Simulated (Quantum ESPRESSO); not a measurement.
# NbSi (Fm-3m) in Quantum ESPRESSO: notebook, part 2 of 3

Quantum ESPRESSO 7.5. The steps go on from the part before.

### Step 4. Projected density of states, PBE+U

Contents of pw.in:

```
&CONTROL
  calculation = 'scf'
  prefix = 'pwscf'
  outdir = './tmp'
  pseudo_dir = './pseudo'
  tprnfor = .true.
  tstress = .true.
  disk_io = 'low'
/
&SYSTEM
  ibrav = 0
  nat = 2
  ntyp = 2
  ecutwfc = 55
  ecutrho = 440
  nbnd = 18
  occupations = 'smearing'
  smearing = 'fd'
  degauss = 0.00367493
/
&ELECTRONS
  conv_thr = 4d-10
  electron_maxstep = 120
  mixing_beta = 0.3
/
ATOMIC_SPECIES
Nb    92.9064 Nb.pbe-spn-kjpaw_psl.0.3.0.UPF
Si    28.0850 Si.pbe-n-rrkjus_psl.1.0.0.UPF
CELL_PARAMETERS angstrom
   0.0000000000    2.5738300000    2.5738300000
   2.5738300000    0.0000000000    2.5738300000
   2.5738300000    2.5738300000    0.0000000000
ATOMIC_POSITIONS angstrom
Nb     0.0000000000    0.0000000000    0.0000000000
Si     2.5738300000    2.5738300000    2.5738300000
K_POINTS automatic
9 9 9 0 0 0
HUBBARD {ortho-atomic}
U Nb-4d 4.0
```

Contents of nscf.in:

```
&CONTROL
  calculation = 'nscf'
  prefix = 'pwscf'
  outdir = './tmp'
  pseudo_dir = './pseudo'
  disk_io = 'low'
/
&SYSTEM
  ibrav = 0
  nat = 2
  ntyp = 2
  ecutwfc = 55
  ecutrho = 440
  nbnd = 18
  occupations = 'tetrahedra_opt'
/
&ELECTRONS
  conv_thr = 1d-08
  electron_maxstep = 120
  mixing_beta = 0.3
  startingwfc = 'random'
/
ATOMIC_SPECIES
Nb    92.9064 Nb.pbe-spn-kjpaw_psl.0.3.0.UPF
Si    28.0850 Si.pbe-n-rrkjus_psl.1.0.0.UPF
CELL_PARAMETERS angstrom
   0.0000000000    2.5738300000    2.5738300000
   2.5738300000    0.0000000000    2.5738300000
   2.5738300000    2.5738300000    0.0000000000
ATOMIC_POSITIONS angstrom
Nb     0.0000000000    0.0000000000    0.0000000000
Si     2.5738300000    2.5738300000    2.5738300000
K_POINTS automatic
14 14 14 0 0 0
HUBBARD {ortho-atomic}
U Nb-4d 4.0
```

Contents of projwfc.in:

```
&PROJWFC
  prefix = 'pwscf'
  outdir = './tmp'
  filpdos = 'p'
  Emin = -1
  Emax = 24
  DeltaE = 0.05
/
```

Command:

```bash
$ OMP_NUM_THREADS=1 pw.x -in pw.in > pw.out
$ OMP_NUM_THREADS=1 pw.x -in nscf.in > nscf.out
$ OMP_NUM_THREADS=1 projwfc.x -in projwfc.in > projwfc.out
```

Wall time 1.8 min (1 thread of Arm Neoverse V1, shared host); peak memory 0.18 GiB.

The run converged. Its results:

* Free energy: -4698.9793 eV
* Pressure: 1.6 GPa
* Band gap on the k mesh: none (metal or under the smearing width)
* Loewdin charges: Nb +0.17; Si -0.09 e

Levels at points of the mesh, in eV from the Fermi level:
```tsv
k point	band 6	band 7	band 8	band 9	band 10	band 11	band 12	band 13
(0.00, 0.00, 0.00)	-1.33	-1.33	-1.03	-1.03	-1.03	2.17	2.17	2.17
```

States per cell in windows of 1 eV (zero at the Fermi level; states under -8 eV left out):
| from (eV) | total | Nb#1 d wfc4 | Si#2 p wfc2 | Si#2 s wfc1 | Nb#1 s wfc2 | Nb#1 p wfc3 | Nb#1 s wfc1 |
| --- | --- | --- | --- | --- | --- | --- | --- |
| -8.0 | 0.24 | 0.05 | 0.01 | 0.17 | 0.01 | 0.01 | 0.00 |
| -7.0 | 0.00 | 0.00 | 0.00 | 0.00 | 0.00 | 0.00 | 0.00 |
| -6.0 | 0.35 | 0.12 | 0.17 | 0.02 | 0.03 | 0.00 | 0.01 |
| -5.0 | 1.16 | 0.43 | 0.60 | 0.04 | 0.07 | 0.02 | 0.01 |
| -4.0 | 2.69 | 1.48 | 1.10 | 0.03 | 0.01 | 0.03 | 0.00 |
| -3.0 | 1.36 | 0.92 | 0.40 | 0.01 | 0.00 | 0.01 | 0.00 |
| -2.0 | 0.40 | 0.29 | 0.10 | 0.00 | 0.00 | 0.00 | 0.00 |
| -1.0 | 1.01 | 0.73 | 0.23 | 0.02 | 0.01 | 0.00 | 0.00 |
| 0.0 | 1.55 | 1.21 | 0.21 | 0.04 | 0.04 | 0.00 | 0.00 |
| 1.0 | 1.73 | 1.41 | 0.16 | 0.06 | 0.06 | 0.00 | 0.00 |
| 2.0 | 2.25 | 1.34 | 0.53 | 0.12 | 0.19 | 0.00 | 0.00 |
| 3.0 | 1.32 | 0.51 | 0.54 | 0.09 | 0.08 | 0.01 | 0.00 |
| 4.0 | 0.99 | 0.27 | 0.35 | 0.08 | 0.04 | 0.00 | 0.00 |
| 5.0 | 0.92 | 0.19 | 0.26 | 0.09 | 0.02 | 0.00 | 0.00 |
| 6.0 | 0.75 | 0.09 | 0.13 | 0.06 | 0.06 | 0.00 | 0.00 |
| 7.0 | 1.08 | 0.10 | 0.16 | 0.06 | 0.13 | 0.00 | 0.01 |

Eigenvalues of the final occupation matrices:
```tsv
site	spin	trace	eigenvalues
Nb 1 4d	each	2.24	0.36 0.36 0.36 0.58 0.58
```

Caveat: U without spin polarisation on a metal has little footing; the U is typed as a test and isn't derived for this compound.

### Step 5. Projected density of states, PBE+U

pw.in: that of step 4 with these lines changed.

```diff
@@ -38,2 +38,2 @@
 HUBBARD {ortho-atomic}
-U Nb-4d 4.0
+U Nb-4d 5.0
```

nscf.in: that of step 4 with these lines changed.

```diff
@@ -35,2 +35,2 @@
 HUBBARD {ortho-atomic}
-U Nb-4d 4.0
+U Nb-4d 5.0
```

projwfc.in is that of step 4.

Command:

```bash
$ OMP_NUM_THREADS=1 pw.x -in pw.in > pw.out
$ OMP_NUM_THREADS=1 pw.x -in nscf.in > nscf.out
$ OMP_NUM_THREADS=1 projwfc.x -in projwfc.in > projwfc.out
```

It took 1.8 min on 1 thread of Arm Neoverse V1, shared host; peak memory 0.18 GiB.

It converged, with:

```
Free energy            : -4697.8066 eV
Pressure               : 2.4 GPa
Band gap on the k mesh : none (metal or under the smearing width)
Loewdin charges        : Nb +0.19; Si -0.11 e
```

Levels at points of the mesh, in eV from the Fermi level:
| k point | band 5 | band 6 | band 7 | band 8 | band 9 | band 10 | band 11 | band 12 | band 13 | band 14 |
| --- | --- | --- | --- | --- | --- | --- | --- | --- | --- | --- |
| (0.00, 0.00, 0.00) | -11.04 | -1.57 | -1.57 | -0.92 | -0.92 | -0.92 | 2.08 | 2.08 | 2.08 | 7.92 |

States per cell in windows of 1 eV (zero at the Fermi level; states under -8 eV left out):
| from (eV) | total | Nb#1 d wfc4 | Si#2 p wfc2 | Si#2 s wfc1 | Nb#1 s wfc2 | Nb#1 p wfc3 | Nb#1 s wfc1 |
| --- | --- | --- | --- | --- | --- | --- | --- |
| -8.0 | 0.12 | 0.02 | 0.00 | 0.09 | 0.00 | 0.00 | 0.00 |
| -7.0 | 0.00 | 0.00 | 0.00 | 0.00 | 0.00 | 0.00 | 0.00 |
| -6.0 | 0.41 | 0.14 | 0.20 | 0.02 | 0.04 | 0.00 | 0.01 |
| -5.0 | 1.21 | 0.44 | 0.64 | 0.03 | 0.07 | 0.02 | 0.01 |
| -4.0 | 2.88 | 1.59 | 1.19 | 0.04 | 0.01 | 0.03 | 0.00 |
| -3.0 | 1.23 | 0.85 | 0.34 | 0.01 | 0.00 | 0.01 | 0.00 |
| -2.0 | 0.33 | 0.25 | 0.07 | 0.00 | 0.00 | 0.00 | 0.00 |
| -1.0 | 1.02 | 0.72 | 0.24 | 0.02 | 0.01 | 0.00 | 0.00 |
| 0.0 | 1.52 | 1.17 | 0.21 | 0.05 | 0.04 | 0.00 | 0.00 |
| 1.0 | 1.83 | 1.45 | 0.18 | 0.07 | 0.08 | 0.00 | 0.00 |
| 2.0 | 2.25 | 1.37 | 0.49 | 0.11 | 0.20 | 0.00 | 0.00 |
| 3.0 | 1.37 | 0.56 | 0.56 | 0.09 | 0.06 | 0.01 | 0.00 |
| 4.0 | 1.00 | 0.27 | 0.36 | 0.08 | 0.04 | 0.00 | 0.00 |
| 5.0 | 0.90 | 0.18 | 0.25 | 0.09 | 0.02 | 0.00 | 0.00 |
| 6.0 | 0.75 | 0.08 | 0.12 | 0.06 | 0.07 | 0.00 | 0.00 |
| 7.0 | 1.04 | 0.09 | 0.16 | 0.06 | 0.13 | 0.00 | 0.01 |

Eigenvalues of the final occupation matrices:
```tsv
site	spin	trace	eigenvalues
Nb 1 4d	each	2.23	0.35 0.35 0.35 0.59 0.59
```

Caveat: U without spin polarisation on a metal has little footing; the U is typed as a test and isn't derived for this compound.

### Step 6. Projected density of states, PBE+U

pw.in: that of step 5 with these lines changed.

```diff
@@ -38,2 +38,2 @@
 HUBBARD {ortho-atomic}
-U Nb-4d 5.0
+U Nb-4d 6.0
```

nscf.in: that of step 5 with these lines changed.

```diff
@@ -35,2 +35,2 @@
 HUBBARD {ortho-atomic}
-U Nb-4d 5.0
+U Nb-4d 6.0
```

Contents of projwfc.in:

```
&PROJWFC
  prefix = 'pwscf'
  outdir = './tmp'
  filpdos = 'p'
  Emin = 0
  Emax = 25
  DeltaE = 0.05
/
```

Potentials or basis: SSSP 1.3 efficiency PBE.

Command:

```bash
$ OMP_NUM_THREADS=1 pw.x -in pw.in > pw.out
$ OMP_NUM_THREADS=1 pw.x -in nscf.in > nscf.out
$ OMP_NUM_THREADS=1 projwfc.x -in projwfc.in > projwfc.out
```

pw.out:

```text
This program is part of the open-source Quantum ESPRESSO suite
     for quantum simulation of materials; please cite
         "P. Giannozzi et al., J. Phys.:Condens. Matter 21 395502 (2009);
         "P. Giannozzi et al., J. Phys.:Condens. Matter 29 465901 (2017);
         "P. Giannozzi et al., J. Chem. Phys. 152 154105 (2020);
     in publications or presentations arising from this work. More details at

     file Nb.pbe-spn-kjpaw_psl.0.3.0.UPF: wavefunction(s)  4S 4P renormalized
     Message from routine setup:
     using ibrav=0 with symmetry is DISCOURAGED, use correct ibrav instead

     G-vector sticks info
     --------------------
     sticks:   dense  smooth     PW     G-vecs:    dense   smooth      PW
     Sum        1417     721    211                35749    12627    2109

     Using Slab Decomposition

     bravais-lattice index     =            0
     lattice parameter (alat)  =       6.8785  a.u.
     unit-cell volume          =     230.1263 (a.u.)^3
     number of atoms/cell      =            2
     number of atomic types    =            2
     number of electrons       =        17.00
     number of Kohn-Sham states=           18
     kinetic-energy cutoff     =      55.0000  Ry
     charge density cutoff     =     440.0000  Ry
     scf convergence threshold =      4.0E-10
     mixing beta               =       0.3000
     number of iterations used =            8  plain     mixing
     Exchange-correlation= PBE
                           (   1   4   3   4   0   0   0)
     Hubbard projectors: ortho-atomic
     Hubbard parameters of DFT+U (Dudarev formulation) in eV:
     U(Nb-4d) =  6.0000

     Internal variables: lda_plus_u =T, lda_plus_u_kind = 0

     Internal variables: orbital_resolved =F, hub_pot_fix =F, apply_U = F

     celldm(1)=   6.878500  celldm(2)=   0.000000  celldm(3)=   0.000000
     celldm(4)=   0.000000  celldm(5)=   0.000000  celldm(6)=   0.000000

     crystal axes: (cart. coord. in units of alat)
               a(1) = (   0.000000   0.707107   0.707107 )
               a(2) = (   0.707107   0.000000   0.707107 )
               a(3) = (   0.707107   0.707107   0.000000 )

     reciprocal axes: (cart. coord. in units 2 pi/alat)
               b(1) = ( -0.707107  0.707107  0.707107 )
               b(2) = (  0.707107 -0.707107  0.707107 )
               b(3) = (  0.707107  0.707107 -0.707107 )

     PseudoPot. # 1 for Nb read from file:
     Nb.pbe-spn-kjpaw_psl.0.3.0.UPF
     Pseudo is Projector augmented-wave + core cor, Zval = 13.0
     Generated using "atomic" code by A. Dal Corso  v.5.0.99 svn rev. 10869
     Shape of augmentation charge: PSQ
     Using radial grid of 1227 points,  6 beta functions with:
                l(1) =   0
                l(2) =   0
[... 95 lines left out ...]
       0.000  0.000  0.000  0.000  0.400

     Number of occupied Hubbard levels =    4.0000

     Atomic wfc used for Hubbard projectors are orthogonalized

     Starting wfcs are   14 randomized atomic wfcs +    4 random wfcs

     Self-consistent Calculation

     iteration #  1     ecut=    55.00 Ry     beta= 0.30
     Davidson diagonalization with overlap
     ethr =  1.00E-02,  avg # of iterations =  5.2

     =================== HUBBARD OCCUPATIONS ===================
     ------------------------ ATOM    1 ------------------------
     Tr[ns(  1)] =   3.55734
     eigenvalues:
       0.322  0.322  0.322  0.406  0.406
     eigenvectors (columns):
      -0.000 -0.000 -0.000  0.141 -0.990
      -0.238 -0.929  0.284 -0.000  0.000
      -0.610  0.371  0.701 -0.000  0.000
       0.000  0.000  0.000 -0.990 -0.141
       0.756  0.006  0.654  0.000 -0.000
     occupation matrix ns (before diag.):
[... 95 lines left out ...]
     iteration # 14     ecut=    55.00 Ry     beta= 0.30
     Davidson diagonalization with overlap
     ethr =  3.49E-12,  avg # of iterations =  1.1

     End of self-consistent calculation

     =================== HUBBARD OCCUPATIONS ===================
     ------------------------ ATOM    1 ------------------------
     Tr[ns(  1)] =   4.43419
     eigenvalues:
       0.328  0.328  0.328  0.617  0.617
     eigenvectors (columns):
       0.000  0.000 -0.000  0.186 -0.983
       0.261  0.928 -0.265 -0.000  0.000
       0.648  0.035  0.761 -0.000  0.000
      -0.000 -0.000  0.000 -0.983 -0.186
      -0.715  0.370  0.593  0.000 -0.000
     occupation matrix ns (before diag.):
       0.617 -0.000 -0.000  0.000  0.000
      -0.000  0.328 -0.000  0.000  0.000
      -0.000 -0.000  0.328  0.000  0.000
       0.000  0.000  0.000  0.617 -0.000
       0.000  0.000  0.000 -0.000  0.328

     Number of occupied Hubbard levels =    4.4342

          k = 0.0000 0.0000 0.0000 (  1591 PWs)   bands (ev):

   -41.2456 -17.2700 -17.2700 -17.2700   3.4149  12.6565  12.6565  13.8052
    13.8052  13.8052  16.5441  16.5441  16.5441  22.3478  23.5234  27.3697
    27.3697  27.3697

          k = 0.0786 0.0786-0.0786 (  1573 PWs)   bands (ev):
[... 199 lines left out ...]
   -41.2238 -17.4122 -17.3857 -17.3440   5.9719  10.3663  11.0175  11.0499
    15.7454  15.8892  16.3874  17.1773  17.7954  23.5041  24.0248  24.8261
    26.6640  27.6171

     the Fermi energy is    14.5831 ev

!    total energy              =    -345.19797541 Ry
     estimated scf accuracy    <          1.4E-10 Ry
     smearing contrib. (-TS)   =      -0.00093309 Ry
     internal energy E=F+TS    =    -345.19704232 Ry

     The total energy is F=E-TS. E is the sum of the following terms:
     one-electron contribution =     -24.28829095 Ry
     hartree contribution      =      21.08529193 Ry
     xc contribution           =     -35.16127055 Ry
     ewald contribution        =     -98.84504128 Ry
     Hubbard energy            =       0.49976583 Ry
     one-center paw contrib.   =    -208.48749731 Ry

     convergence has been achieved in  14 iterations

     Forces acting on atoms (cartesian axes, Ry/au):

     atom    1 type  1   force =    -0.00000000   -0.00000000    0.00000000
     atom    2 type  2   force =     0.00000000    0.00000000    0.00000000

     Total force =     0.000000     Total SCF correction =     0.000000

     Computing stress (Cartesian axis) and pressure

          total   stress  (Ry/bohr**3)                   (kbar)     P=       37.38
   0.00025412   0.00000000   0.00000000           37.38        0.00        0.00
   0.00000000   0.00025412   0.00000000            0.00       37.38        0.00
   0.00000000   0.00000000   0.00025412            0.00        0.00       37.38

=------------------------------------------------------------------------------=
   JOB DONE.
=------------------------------------------------------------------------------=
```

projwfc.out:

```text
This program is part of the open-source Quantum ESPRESSO suite
     for quantum simulation of materials; please cite
         "P. Giannozzi et al., J. Phys.:Condens. Matter 21 395502 (2009);
         "P. Giannozzi et al., J. Phys.:Condens. Matter 29 465901 (2017);
[... 55 lines left out ...]
     Atom #   2: total charge =   4.1316, p =  2.9400, pz=  0.9800, px=  0.9800, py=  0.9800,
     Atom #   2: total charge =   4.1316, d =  0.0000, dz2=  0.0000, dxz=  0.0000, dyz=  0.0000, dx2-y2=  0.0000, dxy=  0.0000,
     Spilling Parameter:   0.0046

=------------------------------------------------------------------------------=
   JOB DONE.
=------------------------------------------------------------------------------=
```

Run time: 1.9 min. Hardware: 1 thread of Arm Neoverse V1, shared host; peak memory 0.18 GiB.

What came out:

| Item | Value |
| --- | --- |
| Free energy | -4696.6577 eV |
| Pressure | 3.7 GPa |
| Band gap on the k mesh | none (metal or under the smearing width) |
| Loewdin charges | Nb +0.21; Si -0.13 e |

Levels at points of the mesh, in eV from the Fermi level:
| k point | band 6 | band 7 | band 8 | band 9 | band 10 | band 11 |
| --- | --- | --- | --- | --- | --- | --- |
| (0.00, 0.00, 0.00) | -1.93 | -1.93 | -0.78 | -0.78 | -0.78 | 1.96 |

States per cell in windows of 0.5 eV (zero at the Fermi level; states under -8 eV left out):
```csv
from (eV),total,Nb#1 d wfc4,Si#2 p wfc2,Si#2 s wfc1,Nb#1 s wfc2,Nb#1 p wfc3,Nb#1 s wfc1
-8.0,0.06,0.01,0.00,0.05,0.00,0.00,0.00
-7.5,0.00,0.00,0.00,0.00,0.00,0.00,0.00
-7.0,0.00,0.00,0.00,0.00,0.00,0.00,0.00
-6.5,0.00,0.00,0.00,0.00,0.00,0.00,0.00
-6.0,0.11,0.03,0.06,0.00,0.01,0.00,0.00
-5.5,0.37,0.13,0.19,0.01,0.03,0.00,0.01
-5.0,0.71,0.26,0.36,0.02,0.05,0.01,0.01
-4.5,0.47,0.16,0.27,0.01,0.02,0.01,0.00
-4.0,1.63,0.86,0.71,0.03,0.00,0.02,0.00
-3.5,1.26,0.75,0.47,0.02,0.00,0.01,0.00
-3.0,0.73,0.50,0.21,0.01,0.00,0.00,0.00
-2.5,0.41,0.30,0.10,0.00,0.00,0.00,0.00
-2.0,0.19,0.15,0.04,0.00,0.00,0.00,0.00
-1.5,0.06,0.05,0.01,0.00,0.00,0.00,0.00
-1.0,0.32,0.24,0.07,0.00,0.00,0.00,0.00
-0.5,0.65,0.43,0.17,0.01,0.01,0.00,0.00
0.0,0.69,0.51,0.12,0.02,0.01,0.00,0.00
0.5,0.79,0.60,0.11,0.03,0.03,0.00,0.00
1.0,1.02,0.81,0.09,0.05,0.04,0.00,0.00
1.5,0.84,0.63,0.10,0.04,0.05,0.00,0.00
2.0,1.21,0.76,0.20,0.07,0.15,0.00,0.00
2.5,1.05,0.67,0.23,0.05,0.06,0.00,0.00
3.0,0.89,0.43,0.34,0.04,0.03,0.00,0.00
3.5,0.59,0.22,0.25,0.04,0.02,0.00,0.00
4.0,0.50,0.15,0.19,0.04,0.02,0.00,0.00
4.5,0.53,0.13,0.17,0.04,0.02,0.00,0.00
5.0,0.48,0.10,0.14,0.05,0.01,0.00,0.00
5.5,0.41,0.07,0.10,0.03,0.01,0.00,0.00
6.0,0.35,0.04,0.06,0.03,0.03,0.00,0.00
6.5,0.40,0.04,0.06,0.03,0.05,0.00,0.00
7.0,0.59,0.05,0.09,0.03,0.07,0.00,0.00
7.5,0.41,0.04,0.07,0.02,0.04,0.00,0.00
```

Eigenvalues of the final occupation matrices:
```tsv
site	spin	trace	eigenvalues
Nb 1 4d	each	2.22	0.33 0.33 0.33 0.62 0.62
```

Caveat: U without spin polarisation on a metal has little footing; the U is typed as a test and isn't derived for this compound.

[end of part 2 of 3]
